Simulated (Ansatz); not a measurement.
Runs of Ansatz 0.2.0 on Bi. The cell holds a sheet with vacuum, 1 atom: a = 3.129 Å, b = 3.129 Å, c = 23.800 Å, α = 90.00°, β = 90.00°, γ = 90.00°. The cell was built by a generator and needn't be a form met in nature.

| task | level | cell | cutoff (eV) | basis error allowed | gap on the mesh (eV) | work function (eV) |
| --- | --- | --- | --- | --- | --- | --- |
| work function | LDA | as given | 188 | 0.002 eV/atom | none | 4.88 |
| projected density of states | PBE | as given | 187 | 0.002 eV/atom | - | 4.61 |
| work function | PBEsol | as given | 187 | 0.002 eV/atom | none | (a) |
| single point | PBE | as given | 203 | 0.001 eV/atom | none | - |

Alike in all rows: potentials or basis all-electron LAPW, scalar-relativistic; no spin polarisation; k mesh 9 × 9 × 1; smearing fermi-dirac 0.05 eV.

Q: Estimate the missing entries.

A: (a) 4.70.

Caveats: spin-orbit coupling is left out, which moves the levels of the heavy elements.

A k mesh can miss the band edges, and the runs leave out spin-orbit coupling on Bi.

A gap of «none» marks a metal or a gap under the smearing width.

Not every run made on this cell is shown here.
